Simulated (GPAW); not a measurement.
Crystal: NiMoIrPdW.

```
Ni Mo Pd Ir W
1.0
     2.76078    0.00000    0.00000
    -1.38039    2.39090    0.00000
     0.00000    0.00000   11.34051
Ni Mo Pd Ir W
1 1 1 1 1
Direct
  0.00000 0.00000 0.70917
  0.66667 0.33333 0.29425
  0.66667 0.33333 0.89901
  0.00000 0.00000 0.10604
  0.66667 0.33333 0.52921
```

The cell was built by a generator and needn't be a form met in nature.

Base run:

```yaml
Program: GPAW 26.7.0
Functional: PBEsol
Potentials_or_basis: PAW data sets generated in the run's folder for this functional
Cutoff: 600 eV
Basis: pw
k_mesh: 8 × 8 × 2
Occupations: fermi-dirac, width 0.05 eV
Spin: collinear spin, ferromagnetic start
Starting_moments: "[1.0, 1.0, 0.0, 0.6, 0.0] μB"
```

Its results: pressure -8.8 GPa; net moment 0.00 μB per cell; largest force 0.185 eV/Å.

Task: The run is repeated on the same cell with these changes: functional from PBEsol to BLYP. What comes out?

Result: Pressure 10.0 GPa; net moment 0.00 μB per cell; largest force 0.446 eV/Å.

BLYP binds less tightly than PBEsol, so the same cell stands under more pressure.

Caveats: the stock nickel data set gives pressures a few GPa off other programs.
